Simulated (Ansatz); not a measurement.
Crystal: SiF.

```
Si F
1.0
     1.33860    0.77284    3.89831
    -1.33860    0.77284    3.89831
     0.00000   -1.54568    3.89831
Si F
1 1
Direct
  0.50000 0.50000 0.50000
  0.00000 0.00000 0.00000
```

The cell was built by a generator and needn't be a form met in nature.

- Program: Ansatz 0.2.0
- Task: relaxation of cell and atoms
- Functional: r2SCAN
- Dispersion: rVV10
- Potentials or basis: Ansatz PAW
- Cutoff: 500 eV (not typed: the program's choice for these potentials)
- k mesh: 12 × 12 × 12
- Occupations: fermi-dirac, width 0.05 eV
- Spin: no spin polarisation

At the start: volume 12.10 Å³/atom.

**Question.** Where does the relaxation end?

**Answer.** It ends after 5 steps and the volume is 11.56 Å³/atom (-4.4 %); space group R-3m (No. 166, to 0.05 Å).

The path:
| step | energy change (eV) | largest force (eV/Å) | volume (Å³) |
| --- | --- | --- | --- |
| 1 | 0.0000 | 0.0000 | 24.20 |
| 2 | -0.0141 | 0.0000 | 23.56 |
| 3 | -0.0168 | 0.0000 | 23.15 |
| 4 | -0.0169 | 0.0000 | 23.12 |
| 5 | -0.0161 | 0.0000 | 23.12 |

Final structure:
```yaml
crystal:
  lattice:
    - [1.30856, 0.75550, 3.89805]
    - [-1.30856, 0.75550, 3.89805]
    - [0.00000, -1.51099, 3.89805]
  atoms:
    - { symbol: Si, position: [0.50000, 0.50000, 0.50000] }
    - { symbol: F, position: [0.00000, 0.00000, 0.00000] }
```

Caveat: the plane-wave basis is chosen anew once the cell has moved, so the energies of steps on either side of that aren't comparable; an odd number of electrons without spin polarisation forces a metal; a magnetic or distorted state may lie lower; the PAW data sets come from PBE, with cores solved anew for the run's functional, which leaves a small shift of forces and pressure.
